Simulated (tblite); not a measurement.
# C5H14AlAsO: the cost of one run

The runs use tblite 0.8.0 and PySCF 2.14.0, with density-fitted response routines of our own; the level of theory stands in each step. All values are computed, except where a source is named. Atoms are numbered from 0 throughout.

### Step 1. The starting structure

22 atoms, charge 0, multiplicity 1; geometry from: force field or distance geometry start.

Bonds of the start (Å): C0–C1 1.51, C1–C2 1.50, C2–C3 1.51, C3–C4 1.47, C4–O5 1.23, C2–As6 1.95, As6–Al7 2.44, C0–H8 1.12, C0–H9 1.12, C0–H10 1.08, C1–H11 1.13, C1–H12 1.14, C2–H13 1.13, C3–H14 1.11, C3–H15 1.12, C4–H16 1.08, As6–H17 1.55, As6–H18 1.56, Al7–H19 1.60, Al7–H20 1.59, Al7–H21 1.59.

### Step 2. Optimising the geometry with GFN2-xTB

Job settings and geometry (Å):

```
{"job": {"kind": "relax", "xc": "GFN2-xTB", "basis": "xTB"}, "charge": 0, "multiplicity": 1}
C     -1.663100    -1.973700    -0.244700
C     -1.358100    -0.892600     0.757200
C     -0.802300     0.282500     0.003000
C     -0.450700     1.448500     0.890900
C      0.075200     2.572600     0.099300
O      0.173200     2.519100    -1.123300
As     0.667200    -0.292900    -1.137800
Al     2.830700    -0.260100    -0.015000
H     -1.712700    -1.464800    -1.243900
H     -2.678600    -2.419600    -0.080500
H     -0.866400    -2.705200    -0.272900
H     -2.297300    -0.615300     1.315100
H     -0.600400    -1.280700     1.512700
H     -1.614600     0.652200    -0.684600
H      0.223900     1.158800     1.725500
H     -1.398200     1.804500     1.364700
H      0.379100     3.478200     0.598600
H      0.717700     0.601000    -2.402300
H      0.371700    -1.756900    -1.586100
H      3.636800     1.001000    -0.571500
H      3.616400    -1.568300    -0.475900
H      2.740300    -0.268600     1.570600
```

Run with:

```
$ OMP_NUM_THREADS=1 python probes_run.py task.json out
```

One launch serves the whole session: the jobs run in the order shown.

Q: Estimate the wall time and peak memory of this first job on 1 thread of Arm Neoverse N1, shared host.

About 2.8 s, with a peak of 0.18 GiB.
